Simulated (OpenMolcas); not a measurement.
**doublet [BCl3]+ at 6 levels**

Aim: a comparison of 6 runs (UB3LYP/6-31G*, U-r2SCAN/6-311+G**, UB3LYP/6-311+G**, UM06-L/6-311+G**, UTPSS/6-311+G**) of doublet [BCl3]+. 

Program for the calculation: OpenMolcas 26.06.

1 further run of the same task is left out (set aside as unsound or not needed).

## (1) The molecule

[BCl3]+ has 4 atoms, charge +1, and is taken as a doublet. As SMILES of the parent species, `ClB(Cl)Cl`. The coordinates come from a PBE0-D4/def2-TZVP relaxation. That shape belongs to the parent species and isn't relaxed for this state.

Bond lengths: Cl1–B2 1.737 Å, B2–Cl3 1.737 Å, B2–Cl4 1.737 Å. Angles: Cl1–B2–Cl3 120.0°, Cl1–B2–Cl4 120.0°, Cl3–B2–Cl4 120.0°.

## (2) A single-point energy at UB3LYP/6-31G(d) (spherical functions) (run 1)

The input, job.input:

```
&gateway
baslib
$CurrDir
coord
4
bohr
Cl    -0.48739816     0.97593016     3.09601390
B      0.00000000     0.00000000    -0.00001890
Cl     1.78014091    -2.68919366    -0.61227126
Cl    -1.29276164     1.71324460    -2.48370484
basis
6-31Gs
group
NoSym
&seward
gridinput
Grid=UltraFine
End of Grid
&scf
uhf
charge
1
spin
2
ksdft
B3LYP
thresholds
1e-10 1e-07 1e-07 1e-05
prorbitals
0
```

The basis set 6-31G* is read from a file made from the Basis Set Exchange's data (not shown).

On the command line:

```console
$ export MOLCAS_MEM=1860
$ pymolcas job.input > job.log
```

The program printed:

```text
--- Start Module: gateway ---
[...]
--- Stop Module: gateway /rc=_RC_ALL_IS_WELL_ ---
--- Start Module: seward ---
[...]
      Basis functions           68
--- Stop Module: seward /rc=_RC_ALL_IS_WELL_ ---
[...]
--- Start Module: scf ---
[...]
       Convergence after  18 Iterations
[...]
::    Total KS-DFT energy                           -1405.1394960120
[...]
      Total spin, S                                     0.5015415013
[...]
      Total electronic charge=   55.000000
      Total            charge=    1.000000
[...]
      Dipole Moment (debye):
      Origin of the operator (angstrom)=   -0.0000   -0.0000    0.0000
                   X= -1.2389E-05               Y=  3.4433E-05               Z=  5.8368E-05           Total=  6.8891E-05
      Center of Charge (angstrom)
[...]
--- Stop Module: scf /rc=_RC_ALL_IS_WELL_ ---
[...]
```

It took 16 s on 1 thread of Arm Neoverse V2, shared host; peak memory 0.41 GiB.

## (3) A single-point energy at UB3LYP/6-31G(d) (Cartesian functions) (run 2)

The input, job.input:

```
&GATEWAY
  BasLib=$CurrDir
  Coord
  4
  bohr
  Cl    -0.48739816     0.97593016     3.09601390
  B      0.00000000     0.00000000    -0.00001890
  Cl     1.78014091    -2.68919366    -0.61227126
  Cl    -1.29276164     1.71324460    -2.48370484
  Basis=6-31Gs
  Group=NoSym

&SEWARD
  GridInput
  Grid=UltraFine
  End of Grid

&SCF
  UHF
  Charge=1
  Spin=2
  KSDFT=B3LYP
  Thresholds=1e-10 1e-07 1e-07 1e-05
  PrOrbitals=1 2
```

The basis set 6-31G* is read from a file made from the Basis Set Exchange's data (not shown).

On the command line:

```console
$ export MOLCAS_MEM=1860
$ pymolcas job.input > job.log
```

The program printed:

```text
--- Start Module: gateway ---
[...]
--- Stop Module: gateway /rc=_RC_ALL_IS_WELL_ ---
--- Start Module: seward ---
[...]
      Basis functions           72
--- Stop Module: seward /rc=_RC_ALL_IS_WELL_ ---
[...]
--- Start Module: scf ---
[...]
       Convergence after  18 Iterations
[...]
::    Total KS-DFT energy                           -1405.1497944538
[...]
      Total spin, S                                     0.5015418871
[...]
      Total electronic charge=   55.000000
      Total            charge=    1.000000
[...]
      Dipole Moment (debye):
      Origin of the operator (angstrom)=   -0.0000   -0.0000    0.0000
                   X= -1.2172E-05               Y=  3.4066E-05               Z=  5.8672E-05           Total=  6.8928E-05
      Center of Charge (angstrom)
[...]
--- Stop Module: scf /rc=_RC_ALL_IS_WELL_ ---
[...]
```

It took 17 s on 1 thread of Arm Neoverse V2, shared host; peak memory 0.42 GiB.

Run 3 isn't shown in full; the table further down has it.

## (4) The energy at UB3LYP/6-311+G(d,p) (run 4)

The input, run.input:

```
&GATEWAY
 BASLIB=$CurrDir
 COORD
 4
 angstrom
 Cl      -0.257920       0.516440       1.638340
 B        0.000000       0.000000      -0.000010
 Cl       0.942010      -1.423060      -0.324000
 Cl      -0.684100       0.906610      -1.314320
 BASIS=6-311pGss
 GROUP=NoSym

&SEWARD
 GRIDINPUT
 Grid=UltraFine
 End of Grid

&SCF
 UHF
 CHARGE=1
 SPIN=2
 KSDFT=B3LYP
 THRESHOLDS=1e-10 1e-07 1e-07 1e-05
 PRORBITALS=1 2
```

The basis set 6-311+G** is read from a file made from the Basis Set Exchange's data (not shown).

On the command line:

```console
$ export MOLCAS_MEM=1860
$ pymolcas run.input > run.log
```

The program printed:

```text
--- Start Module: gateway ---
[...]
--- Stop Module: gateway /rc=_RC_ALL_IS_WELL_ ---
--- Start Module: seward ---
[...]
      Basis functions          112
--- Stop Module: seward /rc=_RC_ALL_IS_WELL_ ---
[...]
--- Start Module: scf ---
[...]
       Convergence after  19 Iterations
[...]
::    Total KS-DFT energy                           -1405.2425613073
[...]
      Total spin, S                                     0.5016898336
[...]
      Total electronic charge=   55.000000
      Total            charge=    1.000000
[...]
      Dipole Moment (debye):
      Origin of the operator (angstrom)=   -0.0000   -0.0000    0.0000
                   X= -1.3512E-05               Y=  3.5353E-05               Z=  6.0905E-05           Total=  7.1707E-05
      Center of Charge (angstrom)
[...]
--- Stop Module: scf /rc=_RC_ALL_IS_WELL_ ---
[...]
```

Wall time 40 s (1 thread of Arm Neoverse V2, shared host); peak memory 0.67 GiB.

Run 5 isn't shown in full; the table further down has it.

## (5) A single-point energy at UTPSS/6-311+G(d,p) (run 6)

The input, run.input:

```
&GATEWAY
 BasLib = $CurrDir
 Coord
 4
 angstrom
 Cl      -0.257920       0.516440       1.638340
 B        0.000000       0.000000      -0.000010
 Cl       0.942010      -1.423060      -0.324000
 Cl      -0.684100       0.906610      -1.314320
 Basis = 6-311pGss
 Group = NoSym

&SEWARD
 GridInput
 Grid=UltraFine
 End of Grid

&SCF
 UHF
 Charge = 1
 Spin = 2
 KSDFT = 2
 1.0 MGGA_X_TPSS
 1.0 MGGA_C_TPSS
 Thresholds = 1e-10 1e-07 1e-07 1e-05
 PrOrbitals = 1 2
```

The basis set 6-311+G** is read from a file made from the Basis Set Exchange's data (not shown).

On the command line:

```console
$ export MOLCAS_MEM=1860
$ pymolcas run.input > run.log
```

The program printed:

```text
--- Start Module: gateway ---
[...]
--- Stop Module: gateway /rc=_RC_ALL_IS_WELL_ ---
--- Start Module: seward ---
[...]
      Basis functions          112
--- Stop Module: seward /rc=_RC_ALL_IS_WELL_ ---
[...]
--- Start Module: scf ---
[...]
       Convergence after  22 Iterations
[...]
::    Total KS-DFT energy                           -1405.2763189454
[...]
      Total spin, S                                     0.5008888978
[...]
      Total electronic charge=   55.000000
      Total            charge=    1.000000
[...]
      Dipole Moment (debye):
      Origin of the operator (angstrom)=   -0.0000   -0.0000    0.0000
                   X= -2.7226E-05               Y=  5.0213E-05               Z=  1.1357E-05           Total=  5.8238E-05
      Center of Charge (angstrom)
[...]
--- Stop Module: scf /rc=_RC_ALL_IS_WELL_ ---
[...]
```

It took 64 s on 1 thread of Arm Neoverse V2, shared host; peak memory 0.67 GiB.

## (6) Overview of the runs

```csv
run,level,Cartesian functions,energy (Eh),HOMO energy (eV),LUMO energy (eV),⟨S²⟩,wall time
1,UB3LYP/6-31G* (spherical functions),no,-1405.139496,-15.68,-13.70,0.753,16 s
2,UB3LYP/6-31G* (Cartesian functions),yes,-1405.149794,-15.68,-13.70,0.753,17 s
3,U-r2SCAN/6-311+G**,no,-1405.094987,-15.09,-14.17,0.753,60 s
4,UB3LYP/6-311+G**,no,-1405.242561,-15.68,-13.69,0.753,40 s
5,UM06-L/6-311+G**,no,-1405.184834,-14.92,-14.14,0.752,57 s
6,UTPSS/6-311+G**,no,-1405.276319,-14.87,-14.02,0.752,64 s
```

## (7) Summary of results

| quantity | value |
| --- | --- |
| run 6: total energy | -1405.27632 Eh |
| run 6: HOMO energy (highest over α and β) | -14.87 eV |
| run 6: LUMO energy (lowest over α and β) | -14.02 eV |
| run 6: ⟨S²⟩ | 0.752 |

In words: Totals of different functionals can't be ranked against each other. All runs together took 4.2 min, the longest 64 s.
